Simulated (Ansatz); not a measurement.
# CH7GeN2: rigid torsion scan

The task is a rigid torsion scan, for CH7GeN2. SMILES: [CH2][NH][GeH2][NH2].

All numbers are computed with Ansatz 0.2.0, driven from Python. Level of theory: r2SCAN+D4/def2-SVP.

## (1) The structure

Bond lengths: C1–N2 1.456 Å, N2–Ge3 1.867 Å, Ge3–N4 1.865 Å, C1–H5 1.113 Å, C1–H6 1.110 Å, N2–H7 1.046 Å, Ge3–H8 1.550 Å, Ge3–H9 1.550 Å, N4–H10 1.044 Å, N4–H11 1.044 Å. Angles (14 of 15 angles, heavy atoms first): C1–N2–Ge3 107.6°, N2–Ge3–N4 109.7°, C1–N2–H7 108.1°, Ge3–N2–H7 107.3°, N2–C1–H5 110.9°, N2–C1–H6 109.6°, N2–Ge3–H8 109.3°, N2–Ge3–H9 109.6°, N4–Ge3–H8 109.3°, N4–Ge3–H9 109.5°, Ge3–N4–H10 106.7°, Ge3–N4–H11 106.7°, H5–C1–H6 109.3°, H8–Ge3–H9 109.4°.

The script holds or builds the structure itself.

## (2) The code

File torsion.py:

```python
import logging
import sys

import ansatz
from ase import Atoms

logging.basicConfig(stream=sys.stdout, format="%(levelname)s %(message)s")
logger = logging.getLogger("calc")
logger.setLevel(logging.INFO)

params = {
    "basis_set": "def2-SVP",
    "xc": "r2scan",
    "dispersion": "d4",
    "force_tol": 0.02,
}

atoms = Atoms(["C", "N", "Ge", "N", "H", "H", "H", "H", "H", "H", "H"], positions=[
    (1.8175, -0.4782, 0.091),
    (1.0687, 0.7683, 0.1605),
    (-0.5592, 0.5001, -0.7139),
    (-1.5517, -0.7943, 0.1896),
    (1.3639, -1.2502, 0.7513),
    (2.8674, -0.2997, 0.4035),
    (0.854, 0.9627, 1.1653),
    (-1.3536, 1.8307, -0.7373),
    (-0.2982, 0.0315, -2.1682),
    (-1.7309, -0.42, 1.148),
    (-2.4778, -0.8509, -0.2898),
])

first = (
    ansatz.Crystal.molecule_from_ase(atoms).calculation()
    .basis(gaussian=params["basis_set"])
    .functional(params["xc"], dispersion=params["dispersion"])
    .spin("collinear", total=1)
    .relax(force_tolerance=params["force_tol"], max_steps=80)
)
atoms.positions = first.run().report["positions_ang"]

start = atoms.get_dihedral(2, 1, 0, 4)
energies = {}
for turn in range(0, 360, 30):
    turned = atoms.copy()
    turned.set_dihedral(2, 1, 0, 4, start + turn, indices=[0, 4, 5])
    model = (
        ansatz.Crystal.molecule_from_ase(turned).calculation()
        .basis(gaussian=params["basis_set"])
        .functional(params["xc"], dispersion=params["dispersion"])
        .spin("collinear", total=1)
    )
    energies[round((start + turn) % 360)] = model.run().report["free_energy_ev"]
floor = min(energies.values())
logger.info("dihedral Ge2-N1-C0-H4 (deg)   E - E(min) (eV)")
for angle, e in sorted(energies.items()):
    logger.info(f"{angle:8d} {(e - floor):14.3f}  " + "#" * int(30 * (e - floor) / max(max(energies.values()) - floor, 1e-9)))
```

## (3) The input behind the calls

The package turns the script's settings into the engine's input (first run):

```yaml
crystal:
  periodic: [false, false, false]
  atoms:
    - { symbol: C, position_ang: [1.8175, -0.4782, 0.091] }
    - { symbol: "N", position_ang: [1.0687, 0.7683, 0.1605] }
    - { symbol: Ge, position_ang: [-0.5592, 0.5001, -0.7139] }
    - { symbol: "N", position_ang: [-1.5517, -0.7943, 0.1896] }
    - { symbol: H, position_ang: [1.3639, -1.2502, 0.7513] }
    - { symbol: H, position_ang: [2.8674, -0.2997, 0.4035] }
    - { symbol: H, position_ang: [0.854, 0.9627, 1.1653] }
    - { symbol: H, position_ang: [-1.3536, 1.8307, -0.7373] }
    - { symbol: H, position_ang: [-0.2982, 0.0315, -2.1682] }
    - { symbol: H, position_ang: [-1.7309, -0.42, 1.148] }
    - { symbol: H, position_ang: [-2.4778, -0.8509, -0.2898] }
basis:
  gaussian:
    orbitals: def2-SVP
hamiltonian:
  xc: r2scan
  dispersion: d4
magnetization:
  spin_polarized: true
  initial_magnetization: 1.0
relax:
  f_tol: 0.02
  max_steps: 80
```

## (4) Running it

Started as:

```bash
> python torsion.py
```

What it wrote:

```text
INFO dihedral Ge2-N1-C0-H4 (deg)   E - E(min) (eV)
INFO        1          0.077  #####
INFO       31          0.277  ##################
INFO       61          0.441  #############################
INFO       91          0.296  ###################
INFO      121          0.072  ####
INFO      151          0.031  ##
INFO      181          0.122  ########
INFO      211          0.305  ####################
INFO      241          0.456  ##############################
INFO      271          0.320  #####################
INFO      301          0.089  #####
INFO      331          0.000
```

Wall time 6.2 min (1 thread of Arm Neoverse V1, shared host); peak memory 0.31 GiB.

## (5) The relaxation of run 0, step by step

Step by step:

| step | energy from step 1 (eV) | largest force component (eV/Å) |
| --- | --- | --- |
| 1 | 0.0000 | 2.6338 |
| 2 | -0.4075 | 1.2143 |
| 3 | -0.5971 | 1.3600 |
| 4 | -0.7669 | 0.6624 |
| 5 | -0.8878 | 0.6458 |
| 6 | -0.9533 | 0.2289 |
| 7 | -0.9601 | 0.1667 |
| 8 | -0.9315 | 1.7131 |
| 9 | -0.9756 | 0.0675 |
| 10 | -0.9828 | 0.0741 |
| 11 | -0.9830 | 0.3903 |
| 12 | -0.9892 | 0.1117 |
| 13 | -0.9931 | 0.0834 |
| 14 | -0.9943 | 0.0920 |
| 15 | -0.9947 | 0.0276 |
| 16 | -0.9947 | 0.0090 |

Step 1 is the start. Step 8 was tried and not accepted.

Before: Bond lengths: C1–N2 1.456 Å, N2–Ge3 1.867 Å, Ge3–N4 1.865 Å, C1–H5 1.113 Å, C1–H6 1.110 Å, N2–H7 1.046 Å, Ge3–H8 1.550 Å, Ge3–H9 1.550 Å, N4–H10 1.044 Å, N4–H11 1.044 Å. Angles (14 of 15 angles, heavy atoms first): C1–N2–Ge3 107.6°, N2–Ge3–N4 109.7°, C1–N2–H7 108.1°, Ge3–N2–H7 107.3°, N2–C1–H5 110.9°, N2–C1–H6 109.6°, N2–Ge3–H8 109.3°, N2–Ge3–H9 109.6°, N4–Ge3–H8 109.3°, N4–Ge3–H9 109.5°, Ge3–N4–H10 106.7°, Ge3–N4–H11 106.7°, H5–C1–H6 109.3°, H8–Ge3–H9 109.4°.

After: Bond lengths: C1–N2 1.391 Å, N2–Ge3 1.839 Å, Ge3–N4 1.829 Å, C1–H5 1.092 Å, C1–H6 1.092 Å, N2–H7 1.016 Å, Ge3–H8 1.544 Å, Ge3–H9 1.543 Å, N4–H10 1.018 Å, N4–H11 1.017 Å. Angles (14 of 15 angles, heavy atoms first): C1–N2–Ge3 123.3°, N2–Ge3–N4 104.5°, C1–N2–H7 115.4°, Ge3–N2–H7 117.1°, N2–C1–H5 117.1°, N2–C1–H6 118.3°, N2–Ge3–H8 103.7°, N2–Ge3–H9 114.8°, N4–Ge3–H8 117.9°, N4–Ge3–H9 104.5°, Ge3–N4–H10 115.7°, Ge3–N4–H11 115.3°, H5–C1–H6 120.1°, H8–Ge3–H9 111.6°.

Run 0 is this relaxation; the runs after it count from 1.

## (6) Run by run

One row for each of the 12 runs:

```tsv
run	turn (°)	energy from run 1 (eV)	<S²>	SCF cycles	CPU time (s)
1	0	0.0000	0.75	21	12
2	30	0.0765	0.75	19	11
3	60	0.2772	0.76	19	12
4	90	0.4409	0.76	18	12
5	120	0.2959	0.76	18	12
6	150	0.0717	0.76	21	12
7	180	0.0307	0.75	21	12
8	210	0.1224	0.75	19	12
9	240	0.3049	0.76	19	13
10	270	0.4557	0.76	18	13
11	300	0.3204	0.76	18	12
12	330	0.0889	0.76	19	13
```

## (7) Summary of results

| quantity | value |
| --- | --- |
| runs compared | 12 |
| range of energy | 0.456 eV |
| lowest point, turn (°) | 0 |

In words: The lowest point lies at a turn of 0°, the highest 0.456 eV (44.0 kJ/mol) above it at 270°. The grid can miss the true lowest and highest points, and the rest of the molecule is held rigid. Run 0: After 14 moves the largest shift is 1.137 Å, of atom 7 (H). So large a move can change the bonding: the results belong to the relaxed structure. The scan is rigid and the energies are electronic, in a modest basis. With rigid groups the curve can differ much from the relaxed path, the start wasn't checked as a minimum of this torsion, and equivalent turns needn't return to the same energy. The species is open-shell (spin multiplicity 2).
